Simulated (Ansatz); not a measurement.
# Sn₂Pt, space group Fm-3m: cell relaxations under several functionals

Run with Ansatz 0.2.0, Python API.

Script `lattice_sn2pt.py`:
```python
# -*- coding: utf-8 -*-
"""How the lattice of Sn2Pt depends on the functional."""

import ansatz
import numpy as np

SETTINGS = {
    "k_length": 26,
    "occupations": "Methfessel-Paxton",
    "sigma": 0.1,
    "tolerance": 1e-09,
}

def edges_and_angles(cell):
    cell = np.asarray(cell)
    a, b, c = np.linalg.norm(cell, axis=1)
    cosines = cell[1] @ cell[2] / (b * c), cell[0] @ cell[2] / (a * c), cell[0] @ cell[1] / (a * b)
    return (a, b, c, *np.degrees(np.arccos(cosines)))


def main():
    crystal = (
        ansatz.Lattice.fcc(6.425)
        .space_group(225)
        .atom("Sn", (0.25, 0.75, 0.75))
        .atom("Pt", (0.0, 0.0, 0.0))
        .primitive()
    )

    calculation = (
        crystal.calculation()
        .pseudopotentials("paw", azcp={"folder": "soft_1"})
        .basis(41 * ansatz.Ry)
        .kpoints(length=SETTINGS["k_length"])
        .occupations(SETTINGS["occupations"], width=SETTINGS["sigma"])
        .scf(tolerance=SETTINGS["tolerance"])
        .relax(cell=True)
    )

    levels = [("pbesol", "none"), ("pbesol", "d3bj"), ("blyp", "d3bj")]
    print("level            a       b       c    alpha   beta  gamma  V/atom  steps")
    for name, dispersion in levels:
        seen = []
        run = calculation.functional(name, dispersion=dispersion).session().plan()
        res = run.execute(on_event=lambda e: seen.append(e) if e["event"] == "relax_step" else None)
        cell = res.lattice.cell_ang
        label = name if dispersion == "none" else f"{name}+{dispersion}"
        print("{:13s} {:7.4f} {:7.4f} {:7.4f} {:6.2f} {:6.2f} {:6.2f}".format(label, *edges_and_angles(cell)), f"{abs(np.linalg.det(cell)) / len(res.lattice.sites):7.3f} {len(seen):5d}")


if __name__ == "__main__":
    main()
```

Output of `python lattice_sn2pt.py`:
```text
level            a       b       c    alpha   beta  gamma  V/atom  steps
DeckWarning: soft_1/Sn.paw.azcp: the record states the generating functional pbe (its physics header spells it `PBE`), which answers neither for hamiltonian.xc's functional nor for the pbesol [...]
DeckWarning: soft_1/Pt.paw.azcp: the record states the generating functional pbe (its physics header spells it `PBE`), which answers neither for hamiltonian.xc's functional nor for the pbesol [...]
DeckWarning: relax.cell: scf.convergence.dr2_threshold = 1e-9 eV is looser than the 3e-10 eV advised for a relaxation that steers and ends on the stress (1e-10 eV for each atom of the cell: 3). What [...]
pbesol         4.5644  4.5644  4.5644  60.00  60.00  60.00  22.414     5
pbesol+d3bj    4.5178  4.5178  4.5178  60.00  60.00  60.00  21.734     5
blyp+d3bj      4.5960  4.5960  4.5960  60.00  60.00  60.00  22.883     5
```
(Warnings from the package without file and line, shortened.)

From smallest to largest: PBEsol+D3BJ (21.73 Å³ an atom, -1.7 % against the start), PBEsol (22.41 Å³ an atom, +1.4 % against the start) and BLYP+D3BJ (22.88 Å³ an atom, +3.5 % against the start). The spread is 5.3 % in volume.

What to keep in mind:
- No spin polarisation was allowed.
- Forces vanish by symmetry, so the ions can't move, and the end may be a saddle.
- BLYP and dispersion corrections can be off by several per cent in the lattices of metals, and by several GPa in the pressure at a fixed cell.
- For a metal this k-point mesh is coarse: on a finer one energies can move by several to tens of meV an atom and pressures by half a GPa or more, differences at one mesh by less.
- Edges and angles are those of the cell as typed, here a primitive one, not of the conventional cell.
- Of the deposited cell: the entry's cell lengths or inner coordinates differ somewhat from later room-temperature determinations.
- The PAW files read here were made with PBE, not with each functional that runs on them.
- Spin-orbit coupling, which matters for elements this heavy, is left out.
- The starting cell is as deposited in a crystallographic database; the results hold for this polymorph, which needn't be the stable one.
- Hardware and time: 32 s on 1 thread of Intel(R) Xeon(R) Processor @ 2.30GHz, on a shared host, peak memory 0.61 GiB.
